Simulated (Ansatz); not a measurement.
Task: a rigid scan of one bond angle of CH2ClFTe, SMILES FC(Cl)[TeH], with Ansatz 0.2.0, Python API. Give the script and its output. Use (for the species named): Hartree-Fock, def2-SVP basis, multiplicity 1.

```xyz
6

F     0.2320   -1.8760   -0.2853
C     0.3006   -0.4668   -0.1403
Cl    1.1566   -0.1154    1.3494
Te   -1.5714    0.4287   -0.0448
H     0.8608   -0.0471   -1.0193
H    -0.9366    2.0125    0.0940
```

`bend_ch2clfte.py`:
```python
# -*- coding: utf-8 -*-
"""Energy of CH2ClFTe against one bond angle."""

import ansatz as az
from ase import Atoms

BASIS = "def2-SVP"
XC = "hf"
FORCE_TOL = 0.02

atoms = Atoms(["F", "C", "Cl", "Te", "H", "H"], positions=[
    [0.232, -1.876, -0.2853],
    [0.3006, -0.4668, -0.1403],
    [1.1566, -0.1154, 1.3494],
    [-1.5714, 0.4287, -0.0448],
    [0.8608, -0.0471, -1.0193],
    [-0.9366, 2.0125, 0.094],
])

# relax first, so that the scan starts from a minimum
first = (
    az.Crystal.molecule_from_ase(atoms).calculation()
    .basis(gaussian=BASIS)
    .functional(XC)
    .relax(force_tolerance=FORCE_TOL, max_steps=80)
)
atoms.positions = first.run(threads=1, pin="off").report["positions_ang"]

rows = []
for angle in [90, 100, 110, 120, 135, 150, 165, 179]:
    bent = atoms.copy()
    bent.set_angle(1, 3, 5, angle, indices=[5])
    job = az.Crystal.molecule_from_ase(bent).calculation().basis(gaussian=BASIS).functional(XC)
    rows.append((angle, job.run(threads=1, pin="off").report["free_energy_ev"]))
floor = min(e for _, e in rows)
for angle, e in rows:
    print(f"angle C1-Te3-H5 = {angle:3d} deg   {1000 * (e - floor):9.1f} meV")
```

Running `python bend_ch2clfte.py` prints:
```text
angle C1-Te3-H5 =  90 deg         0.0 meV
angle C1-Te3-H5 = 100 deg        30.7 meV
angle C1-Te3-H5 = 110 deg       202.0 meV
angle C1-Te3-H5 = 120 deg       501.0 meV
angle C1-Te3-H5 = 135 deg      1165.8 meV
angle C1-Te3-H5 = 150 deg      2058.7 meV
angle C1-Te3-H5 = 165 deg      3124.4 meV
angle C1-Te3-H5 = 179 deg      4019.9 meV
```

The scan is rigid, and the energies are electronic, in a modest basis. The zero is the lowest point of the grid, which needn't be the minimum. def2 sets replace the cores of elements past krypton by effective core potentials. Finished in 31 s on 1 thread of Arm Neoverse V2 (shared host), peak memory 0.24 GiB.
